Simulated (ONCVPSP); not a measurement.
# Lutetium: generating and testing an ONCV potential

Aim: build the potential from the settings below, then test how well it stands in for the atom: other configurations, scattering, ghost states and the plane-wave cutoff that it needs.

Method: ONCVPSP 4.0.1, LDA (Perdew-Wang 92), scalar-relativistic.

### 1 The design

The settings as typed:

| Item | Value |
| --- | --- |
| element | lutetium (Lu, Z = 71) |
| type | optimised norm-conserving Vanderbilt (ONCV) |
| frozen core | [Kr] |
| valence charge | 35 |
| reference configuration | 4d10 4f14 5s2 5p6 5d1 6s1 (charge +1) |
| partial waves | 5s+6s: rc 1.55 bohr, ncon 4, nbas 7, qcut 6.1 1/bohr, 2 projectors; 5p: rc 1.45 bohr, ncon 3, nbas 7, qcut 6.6 1/bohr, 2 projectors, debl 3.8 Ha; 4d+5d: rc 0.80 bohr, ncon 4, nbas 8, qcut 19.6 1/bohr, 2 projectors; 4f: rc 0.60 bohr, ncon 4, nbas 7, qcut 16.1 1/bohr, 2 projectors, debl 0.5 Ha |
| local potential | polynomial inside 0.40 bohr (lpopt 2, dvloc0 3 Ha) |
| core correction | Teter function, fcfact 3.75, rcfact 1.75 |

An earlier all-electron run gives the scale for the radii.

All-electron outer shells of the reference configuration (LDA (PZ), scalar-relativistic, ld1.x):

| shell | level (eV) | outermost node (bohr) | outermost maximum (bohr) |
| --- | --- | --- | --- |
| 4p | -364.29 | 0.25 | 0.47 |
| 4d | -198.53 | 0.23 | 0.48 |
| 5s | -68.01 | 0.57 | 1.04 |
| 5p | -38.60 | 0.61 | 1.19 |
| 4f | -16.62 | – | 0.47 |
| 6s | -10.49 | 1.41 | 2.89 |
| 5d | -8.15 | 0.68 | 1.80 |
| 6p | -6.17 | 1.71 | 3.76 |

### 2 The generation run

Input file Lu.dat:

```
# ATOM AND REFERENCE CONFIGURATION
# atsym  z   nc   nv     iexc    psfile
  Lu 71.00    8    6  -001012      upf
#
#   n    l    f
    1    0    2.00
    2    0    2.00
    2    1    6.00
    3    0    2.00
    3    1    6.00
    3    2   10.00
    4    0    2.00
    4    1    6.00
    4    2   10.00
    4    3   14.00
    5    0    2.00
    5    1    6.00
    5    2    1.00
    6    0    1.00
#
# PSEUDOPOTENTIAL AND OPTIMIZATION
# lmax
    3
#
#   l,   rc,      ep,       ncon, nbas, qcut
    0    1.55    0.00    4    7    6.10
    1    1.45    0.00    3    7    6.60
    2    0.80    0.00    4    8   19.60
    3    0.60    0.00    4    7   16.10
#
# LOCAL POTENTIAL
# lloc, lpopt,  rc(5),   dvloc0
    4    2    0.40    3.00
#
# VANDERBILT-KLEINMAN-BYLANDER PROJECTORs
# l, nproj, debl
    0    2    2.00
    1    2    3.80
    2    2    1.40
    3    2    0.50
#
# MODEL CORE CHARGE
# icmod, fcfact, rcfact
    3    3.75    1.75
#
# LOG DERIVATIVE ANALYSIS
# epsh1, epsh2, depsh
   -9.00    5.00    0.04
#
# OUTPUT GRID
# rlmax, drl
    6.00    0.01
#
# TEST CONFIGURATIONS
# ncnf
    4
# nvcnf
#   n    l    f
    6
    4    2   10.00
    4    3   14.00
    5    0    2.00
    5    1    6.00
    5    2    1.00
    6    0    2.00
#
    6
    4    2   10.00
    4    3   14.00
    5    0    2.00
    5    1    6.00
    5    2    1.00
    6    0    0.00
#
    6
    4    2   10.00
    4    3   14.00
    5    0    2.00
    5    1    6.00
    5    2    0.00
    6    0    0.00
#
    6
    4    2   10.00
    4    3   13.00
    5    0    2.00
    5    1    6.00
    5    2    2.00
    6    0    2.00
#
```

Started as:

```sh
$ oncvpsp.x < Lu.dat > Lu.out
```

What does the calculation give? Wanted: cutoffs for 1 and 0.1 mHa per electron, occupied waves; bound ghosts; GHOST(+) flags; largest miss of a reference level; largest test error; largest phase difference near zero energy, channels read; rms error of d²Exc/dn², without and with the model core; projector energies reset by the program.

As calculated:

```
                                                quantity                                   value
  cutoffs for 1 and 0.1 mHa per electron, occupied waves                       625 Ha and 962 Ha
                                            bound ghosts       s at -1102.75 eV, p at -478.91 eV
                                          GHOST(+) flags                s at 131 eV, f at 200 eV
                       largest miss of a reference level                             23 meV (4f)
                            largest test error (AE − PS)  +79 meV, for 4d10 4f13 5s2 5p6 5d2 6s2
largest phase difference near zero energy, channels read                               0.000 rad
 rms error of d²Exc/dn², without and with the model core                       3.61 and 0.95 mHa
                 projector energies reset by the program                     f: -0.611, 0.250 Ha
```

A bound ghost (s, p) makes it unfit for use: electrons can fall into a state that the atom doesn't have. The worst unpolarised test, 4d10 4f13 5s2 5p6 5d2 6s2, is off by 79 meV on 3.4 eV; by total energies transferability rates as fair. By its cutoff, 625 Ha for the looser tolerance, it is very hard. At the looser tolerance the 4f wave is the slowest; 4d needs 145 Ha. Near zero energy the phases of the channels with partial waves agree within 0.001 rad. The program also flags highly localised states, GHOST(+) (s, f). These are tests on the free atom; a crystal test is still owed.
